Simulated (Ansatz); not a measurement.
# ZnRe in Ansatz: convergence with k mesh

Input of the first run (k mesh 3 × 3 × 2); the others differ in this setting and in those tied to it:

Contents of input.yaml:

```yaml
crystal:
  lattice:
    - [2.7482183437, 0.0, 0.0]
    - [-1.3741091718, 2.3800269008, 0.0]
    - [0.0, 0.0, 4.494066]
  atoms:
    - { symbol: Re, position: [0.3333333333, 0.6666666667, 0.5] }
    - { symbol: Zn, position: [0.0, 0.0, 0.0] }
hamiltonian:
  xc: pbe
  pseudopotentials: { kind: paw }
kpoints:
  mp_grid: { grid: [3, 3, 2] }
scf:
  occupations: { method: methfessel_paxton, width: 0.05 }
output:
  forces: true
  stress: true
  eigenvalues: true
```

Potentials or basis: Ansatz PAW.

Command:

```bash
$ ansatz run input.yaml --threads 2 --pin off --max-ram 5632MiB --backend cpu --events-out ev --progress --plain --runs-dir out
```

The cell comes from a database or a generator and needn't be the stable form of this composition.

Hardware: 2 threads of Arm Neoverse V2, with other jobs on the host.

| k mesh | energy less the tightest run, at zero smearing (meV/atom) | pressure (GPa) | SCF cycles | CPU time (s) | peak memory (GiB) |
| --- | --- | --- | --- | --- | --- |
| 3 × 3 × 2 | 142.70 | 1.89 | 6 | 0.59 | 0.27 |
| 4 × 4 × 2 | 31.17 | -0.80 | 6 | 0.63 | 0.27 |
| 5 × 5 × 3 | 22.12 | -1.55 | 8 | 0.79 | 0.27 |
| 6 × 6 × 4 | 24.76 | -0.84 | 9 | 1.2 | 0.28 |
| 8 × 8 × 4 | 7.07 | -1.37 | 7 | 1.4 | 0.29 |
| 10 × 10 × 5 | 9.46 | -1.69 | 6 | 1.8 | 0.3 |
| 12 × 12 × 7 | -3.97 | -1.64 | 6 | 2.9 | 0.33 |
| 15 × 15 × 8 | 1.92 | -1.59 | 7 | 5.7 | 0.36 |
| 18 × 18 × 10 | 0.00 | -1.59 | 7 | 8.3 | 0.41 |

Against the tightest run, the pressure stays within 0.1 GPa from 10 × 10 × 5 on. Not settled before the last step: the energy (to 1 meV/atom). Meshes of other sizes hit other points, so gaps and Fermi surfaces needn't settle smoothly. The tightest run that finished is the yardstick and may itself not be fully converged.

The run has no spin-orbit coupling, so splittings on Re are missing.
